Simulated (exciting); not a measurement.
Here is an exciting (release sodium) calculation.

Contents of input.xml:

```xml
<input>
  <title>WC</title>
  <structure speciespath="./" tshift="false">
    <crystal scale="1">
      <basevect>0.000000000000 4.350355708009 4.350355708009</basevect>
      <basevect>4.350355708009 0.000000000000 4.350355708009</basevect>
      <basevect>4.350355708009 4.350355708009 0.000000000000</basevect>
    </crystal>
    <species speciesfile="W.xml" rmt="2.2">
      <atom coord="0.000000000000 0.000000000000 0.000000000000"/>
    </species>
    <species speciesfile="C.xml" rmt="1.38">
      <atom coord="0.750000000000 0.750000000000 0.750000000000"/>
    </species>
  </structure>
  <groundstate do="fromscratch" ngridk="10 10 10" rgkmax="7.5" gmaxvr="15" lmaxapw="10" lmaxmat="10" lmaxvr="8" xctype="GGA_PBE_SOL" stype="Fermi Dirac" swidth="0.00183747" nempty="14" ValenceRelativity="iora*" epsengy="1e-05" epspot="1e-05" maxscl="60" tforce="true" outputlevel="normal"/>
</input>
```

Potentials or basis: all-electron LAPW+lo, shipped species files, valence relativity iora*.

Launch:

```sh
$ OMP_NUM_THREADS=1 exciting_smp
```

Predict the band gap on the k mesh.

none (metal or under the smearing width).

 The run has no spin-orbit coupling, so splittings on W are missing.
